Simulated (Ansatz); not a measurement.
**C₄H₃F₅: one species, many methods**

Aim: compute C₄H₃F₅ with functionals from several rungs and with coupled cluster, and see how far each lands from CCSD(T) at the basis-set limit for the atomisation energy.

Program: Ansatz 0.2.0, Gaussian basis. Level of theory: functionals in def2-TZVPP, the program's frozen cores in correlated methods. These are calculated values, not measurements.

Levels to be run: LDA (SPW92), PBE-D4, revPBE-D4, BLYP-D4, r2SCAN-D4, B97M-V, PBE0-D4, B3LYP-D4, r2SCANh-D4, r2SCAN0-D4, HSE06-D4, BHLYP-D4, CAM-B3LYP-D4, LC-ωPBE, ωB97X-V, ωB97M-V, B2PLYP, PBE-QIDH; CCSD(T)/def2-SVP; CCSD(T)/def2-TZVPP; MP2/def2-QZVPP; extrapolation to the limit; RPA on PBE.

### Step 1. The relaxed structure

All runs share one geometry, relaxed beforehand with PBE0-D4 in a triple-zeta def2 set.

SMILES `FC1CC(F)(F)C1(F)F`, 12 atoms, charge 0, spin multiplicity 1.

Atoms are counted from 1 here; the program's logs count them from 0.

Bond lengths: F1–C2 1.357 Å, C2–C3 1.539 Å, C2–C7 1.542 Å, C2–H10 1.092 Å, C3–C4 1.527 Å, C3–H11 1.091 Å, C3–H12 1.087 Å, C4–F5 1.348 Å, C4–F6 1.336 Å, C4–C7 1.554 Å, C7–F8 1.340 Å, C7–F9 1.335 Å. Angles: F1–C2–C3 116.5°, F1–C2–C7 116.0°, F1–C2–H10 109.7°, C3–C2–C7 89.1°, C3–C2–H10 113.5°, C7–C2–H10 110.8°, C2–C3–C4 88.7°, C2–C3–H11 110.3°, C2–C3–H12 118.1°, C4–C3–H11 110.1°, C4–C3–H12 116.6°, H11–C3–H12 111.2°, C3–C4–F5 112.8°, C3–C4–F6 117.8°, C3–C4–C7 89.0°, F5–C4–F6 108.4°, F5–C4–C7 111.1°, F6–C4–C7 116.8° and more.

### Step 2. LDA

This LDA is Slater exchange with PW92 correlation.

in.yaml

```yaml
crystal:
  periodic: [false, false, false]
  atoms:
    - {symbol: F, position_ang: [1.756618, -1.327262, 0.517148]}
    - {symbol: C, position_ang: [1.068150, -0.246685, 0.071547]}
    - {symbol: C, position_ang: [-0.017938, -0.512174, -0.985677]}
    - {symbol: C, position_ang: [-0.940429, 0.440511, -0.228051]}
    - {symbol: F, position_ang: [-0.906068, 1.697482, -0.714361]}
    - {symbol: F, position_ang: [-2.218216, 0.081290, -0.078430]}
    - {symbol: C, position_ang: [-0.021434, 0.298245, 1.017041]}
    - {symbol: F, position_ang: [-0.478413, -0.641743, 1.854936]}
    - {symbol: F, position_ang: [0.251716, 1.404814, 1.711967]}
    - {symbol: H, position_ang: [1.767479, 0.543588, -0.211113]}
    - {symbol: H, position_ang: [-0.385571, -1.535747, -0.901577]}
    - {symbol: H, position_ang: [0.201207, -0.257520, -2.019526]}
basis:
  gaussian: {orbitals: def2-TZVPP}
hamiltonian: {xc: lda}
output: {orbitals: {seedname: orbitals}}
```

On the command line:

```sh
ansatz run in.yaml --threads 2 --pin off --events-out ev --progress --plain --max-ram 32768MiB --backend cuda --devices 0, --max-vram 18GiB
```

Further steps of the session: PBE-D4 (GGA); revPBE-D4 (GGA); BLYP-D4 (GGA); r2SCAN-D4 (meta-GGA); B97M-V (meta-GGA); B3LYP-D4 (hybrid); r2SCANh-D4 (hybrid); r2SCAN0-D4 (hybrid); HSE06-D4 (hybrid); BHLYP-D4 (hybrid); CAM-B3LYP-D4 (range-separated); LC-ωPBE (range-separated); ωB97X-V (range-separated); ωB97M-V (range-separated); B2PLYP (double hybrid); PBE-QIDH (double hybrid); CCSD(T) in def2-SVP; CCSD(T) in def2-TZVPP; MP2 in def2-QZVPP; RPA on PBE orbitals.

**Question.** What will the summary of the whole plan be? Wanted: atomisation energy, CCSD(T)/CBS; farthest beyond LDA; mean size of error, GGA; mean size of error, meta-GGA; mean size of error, hybrid; mean size of error, range-separated; mean size of error, double hybrid; gap, smallest and largest; T1 diagnostic.

**Answer**, as computed:

| quantity | value |
| --- | --- |
| atomisation energy, CCSD(T)/CBS | 5044.4 kJ/mol |
| functionals within 25.2 kJ/mol (0.5 %) | BLYP-D4, B97M-V, r2SCANh-D4, PBE-QIDH |
| farthest beyond LDA | BHLYP-D4 (-268.7 kJ/mol) |
| mean size of error, GGA | 110.0 kJ/mol |
| mean size of error, meta-GGA | 33.1 kJ/mol |
| mean size of error, hybrid | 91.1 kJ/mol |
| mean size of error, range-separated | 51.4 kJ/mol |
| mean size of error, double hybrid | 30.8 kJ/mol |
| gap, smallest and largest | 6.69 eV (LDA (SPW92)), 14.71 eV (LC-ωPBE) |
| T1 diagnostic | 0.0119 |
| triples share of the correlation energy | 3.4 % |

**Reading.** The LDA atomisation energy is off by 1075.3 kJ/mol (21 %): it overbinds. PBE-D4 is off by +254.3 kJ/mol. Double hybrids carry the basis error of their MP2 part in triple zeta, and no dispersion term here, so their miss is partly the set-up's. Taken by rung, double hybrid functionals do best (30.8 kJ/mol on average) and GGA ones worst beyond LDA (110.0 kJ/mol). The gap between the best rungs is small, so their order is not settled. Misses under about 25.2 kJ/mol are within the doubt on the reference itself, which lacks core-valence correlation, relativity and higher excitations. Hartree-Fock recovers 69 % of the binding; the rest is correlation. CCSD(T) in def2-SVP is off by -224.1 kJ/mol, worse than the median functional, from the basis alone. Orbital gaps span 6.7 to 14.7 eV; exact exchange widens them.
